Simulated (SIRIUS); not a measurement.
Crystal: TiSn.

```
Ti Sn
1.0
     0.00000    2.80055    2.80055
     2.80055    0.00000    2.80055
     2.80055    2.80055    0.00000
Ti Sn
1 1
Direct
  0.00000 0.00000 0.00000
  0.50000 0.50000 0.50000
```

The cell was built by a generator and needn't be a form met in nature.

Base run:

| Property | Result |
| --- | --- |
| Program | SIRIUS 7.10.0 |
| Functional | revPBE |
| Potentials or basis | PseudoDojo 0.4.1 PBE standard (scalar relativistic) |
| Cutoff | 1152 eV |
| Density cutoff | 4606 eV |
| k mesh | 8 × 8 × 8 |
| Occupations | fermi-dirac, width 0.05 eV |
| Spin | no spin polarisation |

Its results: band gap on the k mesh none (metal or under the smearing width); pressure 1.7 GPa.

After a change of settings the same cell gave: band gap on the k mesh none (metal or under the smearing width); pressure -3.5 GPa. Which change was it?
A. functional from revPBE to BLYP; libxc names from ["XC_GGA_X_PBE_R", "XC_GGA_C_PBE"] to ["XC_GGA_X_B88", "XC_GGA_C_LYP"]
B. functional from revPBE to RPBE; libxc names from ["XC_GGA_X_PBE_R", "XC_GGA_C_PBE"] to ["XC_GGA_X_RPBE", "XC_GGA_C_PBE"]
C. functional from revPBE to PBEsol; libxc names from ["XC_GGA_X_PBE_R", "XC_GGA_C_PBE"] to ["XC_GGA_X_PBE_SOL", "XC_GGA_C_PBE_SOL"]
D. functional from revPBE to RGE2; libxc names from ["XC_GGA_X_PBE_R", "XC_GGA_C_PBE"] to ["XC_GGA_X_RGE2", "XC_GGA_C_RGE2"]

C.

Caveats: the potentials were made for another functional, which shifts forces and pressure.
